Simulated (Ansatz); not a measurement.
# CdC4: the cost of one run

Method: DFT PBE, scalar-relativistic, plane waves, PAW, in Ansatz 0.2.0.

## (1) The starting structure

The structure is cubic, space group Pm-3m (No. 221). The conventional cell has a = 4.012 Å, b = 4.012 Å, c = 4.012 Å, α = 90.00°, β = 90.00°, γ = 90.00°. Cd (site symmetry m-3m) is surrounded by 12 C at 2.84 Å. C (site symmetry 4/mmm) has 10 C at 2.01 to 2.84 Å and 4 Cd at 2.84 Å as nearest neighbours. Around C (site symmetry m-3m) lie 6 C at 2.01 Å.

Structure file:

```cif
data_structure
_symmetry_space_group_name_H-M 'P 1'
_symmetry_Int_Tables_number 1
_cell_length_a 4.0116
_cell_length_b 4.0116
_cell_length_c 4.0116
_cell_angle_alpha 90.000
_cell_angle_beta 90.000
_cell_angle_gamma 90.000
_cell_volume 64.56
loop_
_atom_site_label
_atom_site_type_symbol
_atom_site_fract_x
_atom_site_fract_y
_atom_site_fract_z
_atom_site_occupancy
Cd1 Cd 0.50000 0.50000 0.50000 1
C1 C 0.50000 0.00000 0.00000 1
C2 C 0.00000 0.50000 0.00000 1
C3 C 0.00000 0.00000 0.50000 1
C4 C 0.00000 0.00000 0.00000 1
```

The cell is invented: random cell by space group and Wyckoff sites (Pm-3m, No. 221). The dimensions are guesses.

## (2) The guess as it stands, on a coarse mesh

Contents of input.yaml:

```yaml
crystal:
  lattice:
    - [4.01162833, 0.0, 0.0]
    - [0.0, 4.01162833, 0.0]
    - [0.0, 0.0, 4.01162833]
  atoms:
    - { symbol: Cd, position: [0.5, 0.5, 0.5] }
    - { symbol: C, position: [0.5, 0.0, 0.0] }
    - { symbol: C, position: [0.0, 0.5, 0.0] }
    - { symbol: C, position: [0.0, 0.0, 0.5] }
    - { symbol: C, position: [0.0, 0.0, 0.0] }
basis:
  ecutwfc: 420
kpoints:
  mp_grid: { grid: [4, 4, 4] }
hamiltonian:
  xc: pbe
scf:
  occupations: { method: gaussian, width: 0.1 }
  lower_state_search: "off"
output:
  forces: true
  stress: true
  eigenvalues: true
```

Run with:

```console
ansatz run input.yaml --threads 1 --pin off --max-ram 2048MiB --backend cpu --events-out ev --progress --plain --runs-dir out
```

Q: Estimate wall time and peak memory on 1 thread of Arm Neoverse V1, shared host.

About 1.3 s, with a peak of 0.28 GiB.
